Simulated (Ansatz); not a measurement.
# CH₈InNSi₂: one species, many methods

One table from this session's results is given with a row withheld; the runs are named, their logs left out.

The runs use Ansatz 0.2.0, Gaussian basis; functionals in def2-TZVPP, the program's frozen cores in correlated methods.

Plan: PBE-D4, r2SCAN-D4, PBE0-D4, B3LYP-D4, ωB97X-V, ωB97M-V, B2PLYP; CCSD(T)/def2-TZVPP; MP2/def2-QZVPP; extrapolation to the limit.

### The relaxed structure

An earlier PBE0-D4 in a triple-zeta def2 set relaxation fixed the geometry. In takes the def2 core potential; no spin-orbit term is included.

SMILES `[CH2]1[SiH2][SiH2][NH][InH]1`, 13 atoms, charge 0, spin multiplicity 1.

Atoms are counted from 1 here; the program's logs count them from 0.

Bond lengths: C1–Si2 1.880 Å, C1–In5 2.155 Å, C1–H6 1.091 Å, C1–H7 1.095 Å, Si2–Si3 2.356 Å, Si2–H8 1.492 Å, Si2–H9 1.493 Å, Si3–N4 1.724 Å, Si3–H10 1.495 Å, Si3–H11 1.497 Å, N4–In5 2.047 Å, N4–H12 1.009 Å, In5–H13 1.706 Å. Angles: Si2–C1–In5 106.6°, Si2–C1–H6 113.4°, Si2–C1–H7 110.5°, In5–C1–H6 112.5°, In5–C1–H7 105.9°, H6–C1–H7 107.8°, C1–Si2–Si3 105.0°, C1–Si2–H8 112.8°, C1–Si2–H9 108.4°, Si3–Si2–H8 114.4°, Si3–Si2–H9 108.7°, H8–Si2–H9 107.3°, Si2–Si3–N4 100.7°, Si2–Si3–H10 111.9°, Si2–Si3–H11 112.4°, N4–Si3–H10 112.9°, N4–Si3–H11 113.7°, H10–Si3–H11 105.5° and more.

The first run:

Input file in.yaml:

```yaml
crystal:
  periodic: [false, false, false]
  atoms:
    - {symbol: C, position_ang: [-1.504765, 0.659932, 0.490370]}
    - {symbol: Si, position_ang: [-0.373412, -0.567796, 1.353866]}
    - {symbol: Si, position_ang: [1.214590, -1.183019, -0.273850]}
    - {symbol: N, position_ang: [1.149796, 0.186285, -1.319109]}
    - {symbol: In, position_ang: [-0.341627, 1.568321, -1.079346]}
    - {symbol: H, position_ang: [-1.941248, 1.396664, 1.165831]}
    - {symbol: H, position_ang: [-2.326500, 0.137168, -0.009702]}
    - {symbol: H, position_ang: [-1.115000, -1.713794, 1.955834]}
    - {symbol: H, position_ang: [0.330289, 0.139779, 2.464580]}
    - {symbol: H, position_ang: [2.568795, -1.395040, 0.322159]}
    - {symbol: H, position_ang: [0.867517, -2.472765, -0.950423]}
    - {symbol: H, position_ang: [1.839216, 0.288218, -2.049418]}
    - {symbol: H, position_ang: [-0.367652, 2.956046, -2.070782]}
basis:
  gaussian: {orbitals: def2-TZVPP}
hamiltonian: {xc: pbe, dispersion: d4}
output: {forces: true, orbitals: {seedname: orbitals}}
```

Command:

```console
$ ansatz run in.yaml --threads 2 --pin off --events-out ev --progress --plain --max-ram 32768MiB --backend cuda --devices 0, --max-vram 18GiB
```

Among the steps run: PBE-D4 (GGA); r2SCAN-D4 (meta-GGA); PBE0-D4 (hybrid); B3LYP-D4 (hybrid); ωB97X-V (range-separated); ωB97M-V (range-separated); B2PLYP (double hybrid); CCSD(T) in def2-TZVPP; MP2 in def2-QZVPP.

One of the session's tables, all rows but one given; the rest of the session is left out.

| method | atomisation energy (kJ/mol) |
| --- | --- |
| PBE-D4 | 4116.9 |
| r2SCAN-D4 | 4102.1 |
| PBE0-D4 | 4082.5 |
| B3LYP-D4 | 4087.6 |
| ωB97X-V | 4148.0 |
| ωB97M-V | 4116.9 |
| B2PLYP | 4034.7 |
| HF/def2-TZVPP | 2954.1 |
| MP2/def2-TZVPP | ? |
| CCSD/def2-TZVPP | 3945.0 |
| CCSD(T)/def2-TZVPP | 4005.1 |
| MP2/CBS | 4134.5 |
| CCSD(T)/CBS | 4125.7 |

Q: Estimate the row for MP2/def2-TZVPP from the others.

**Answer.** atomisation energy (kJ/mol): 4013.9. In the column «atomisation energy (kJ/mol)» it lies between CCSD(T)/def2-TZVPP (4005.1) and B2PLYP (4034.7).

To keep in mind: Free atoms (1 C, 2 Si, 1 N, 1 In, 8 H) were run apart at each level; the atomisation energy is their sum less the molecule, without zero-point or spin-orbit terms.
